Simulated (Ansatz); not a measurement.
# C₆H₉BO₆: up Jacob's ladder to CCSD(T)

An exercise on one series of results from a longer session: the logs are not shown, and one member is left open.

Method: functionals in def2-TZVPP, the program's frozen cores in correlated methods; program: Ansatz 0.2.0, Gaussian basis.

Plan: LDA (SPW92), PBE-D4, revPBE-D4, BLYP-D4, r2SCAN-D4, B97M-V, PBE0-D4, B3LYP-D4, r2SCANh-D4, r2SCAN0-D4, HSE06-D4, BHLYP-D4, CAM-B3LYP-D4, LC-ωPBE, ωB97X-V, ωB97M-V, B2PLYP, PBE-QIDH; CCSD(T)/def2-SVP; CCSD(T)/def2-TZVPP; MP2/def2-QZVPP; extrapolation to the limit; RPA on PBE.

### The relaxed structure

All runs share one geometry, relaxed beforehand with PBE0-D4 in a triple-zeta def2 set.

SMILES `CC(=O)OB(OC(C)=O)OC(C)=O`, 22 atoms, charge 0, spin multiplicity 1.

Atoms are counted from 1 here; the program's logs count them from 0.

Bond lengths: C1–C2 1.493 Å, C1–H14 1.092 Å, C1–H15 1.087 Å, C1–H16 1.092 Å, C2–O3 1.192 Å, C2–O4 1.365 Å, O4–B5 1.371 Å, B5–O6 1.371 Å, B5–O10 1.371 Å, O6–C7 1.365 Å, C7–C8 1.493 Å, C7–O9 1.192 Å, C8–H17 1.092 Å, C8–H18 1.092 Å, C8–H19 1.087 Å, O10–C11 1.365 Å, C11–C12 1.493 Å, C11–O13 1.192 Å and more. Angles: C2–C1–H14 109.2°, C2–C1–H15 109.9°, C2–C1–H16 109.8°, H14–C1–H15 110.3°, H14–C1–H16 107.2°, H15–C1–H16 110.4°, C1–C2–O3 126.3°, C1–C2–O4 110.8°, O3–C2–O4 122.9°, C2–O4–B5 124.7°, O4–B5–O6 119.7°, O4–B5–O10 119.7°, O6–B5–O10 119.7°, B5–O6–C7 124.7°, O6–C7–C8 110.8°, O6–C7–O9 122.9°, C8–C7–O9 126.3°, C7–C8–H17 109.8° and more.

The first run:

The input, in.yaml:

```yaml
crystal:
  periodic: [false, false, false]
  atoms:
    - {symbol: C, position_ang: [-1.051342, -3.244938, -1.345871]}
    - {symbol: C, position_ang: [-1.252757, -1.813638, -0.973316]}
    - {symbol: O, position_ang: [-2.280453, -1.210429, -1.017176]}
    - {symbol: O, position_ang: [-0.070834, -1.238811, -0.603995]}
    - {symbol: B, position_ang: [0.041159, -0.051154, 0.070706]}
    - {symbol: O, position_ang: [-0.884380, 0.275603, 1.027202]}
    - {symbol: C, position_ang: [-1.185430, 1.550004, 1.413233]}
    - {symbol: C, position_ang: [-1.939480, 1.548385, 2.701406]}
    - {symbol: O, position_ang: [-0.901739, 2.507980, 0.762270]}
    - {symbol: O, position_ang: [1.190151, 0.687345, -0.042069]}
    - {symbol: C, position_ang: [1.931162, 0.801009, -1.182986]}
    - {symbol: C, position_ang: [3.285315, 1.351930, -0.881752]}
    - {symbol: O, position_ang: [1.505770, 0.523242, -2.261804]}
    - {symbol: H, position_ang: [-0.325447, -3.306025, -2.159266]}
    - {symbol: H, position_ang: [-1.997506, -3.683323, -1.651708]}
    - {symbol: H, position_ang: [-0.634740, -3.793275, -0.498496]}
    - {symbol: H, position_ang: [-1.342812, 1.067992, 3.479524]}
    - {symbol: H, position_ang: [-2.851543, 0.959753, 2.583273]}
    - {symbol: H, position_ang: [-2.183707, 2.567968, 2.987323]}
    - {symbol: H, position_ang: [3.855985, 1.451718, -1.801167]}
    - {symbol: H, position_ang: [3.805124, 0.694962, -0.181400]}
    - {symbol: H, position_ang: [3.178205, 2.323602, -0.395329]}
basis:
  gaussian: {orbitals: def2-TZVPP}
hamiltonian: {xc: lda}
output: {orbitals: {seedname: orbitals}}
```

The run is started by

```
$ ansatz run in.yaml --threads 4 --pin off --events-out ev --progress --plain --max-ram 46080MiB --backend cuda --devices 0, --max-vram 37GiB
```

Steps of the session up to this table: LDA; PBE-D4 (GGA); revPBE-D4 (GGA); BLYP-D4 (GGA); r2SCAN-D4 (meta-GGA); B97M-V (meta-GGA); PBE0-D4 (hybrid); B3LYP-D4 (hybrid); r2SCANh-D4 (hybrid); r2SCAN0-D4 (hybrid); HSE06-D4 (hybrid); BHLYP-D4 (hybrid); CAM-B3LYP-D4 (range-separated); LC-ωPBE (range-separated); ωB97X-V (range-separated); ωB97M-V (range-separated); B2PLYP (double hybrid); PBE-QIDH (double hybrid).

One table of the session follows, with a row left open; its other results are not shown here.

It belongs to the step «Orbital energies across the functionals». 

```
  functional  HOMO (eV)  gap (eV)
 LDA (SPW92)      -6.73      4.53
      PBE-D4      -6.52      4.64
   revPBE-D4      -6.44      4.68
     BLYP-D4      -6.44      4.68
   r2SCAN-D4      -6.87      5.29
      B97M-V      -7.00      5.57
     PBE0-D4      -8.21      7.43
    B3LYP-D4      -7.95      6.91
  r2SCANh-D4      -7.50      6.32
  r2SCAN0-D4      -8.46      7.87
    HSE06-D4          ?         ?
    BHLYP-D4      -9.85     10.32
CAM-B3LYP-D4      -9.70     10.10
     LC-ωPBE     -11.02     12.65
     ωB97X-V     -10.69     12.26
     ωB97M-V     -10.64     12.10
```

Estimate the missing values for HSE06-D4.

**Answer.** HOMO (eV): -7.80; gap (eV): 6.64. In the column «HOMO (eV)» it lies between B3LYP-D4 (-7.95) and r2SCANh-D4 (-7.50).
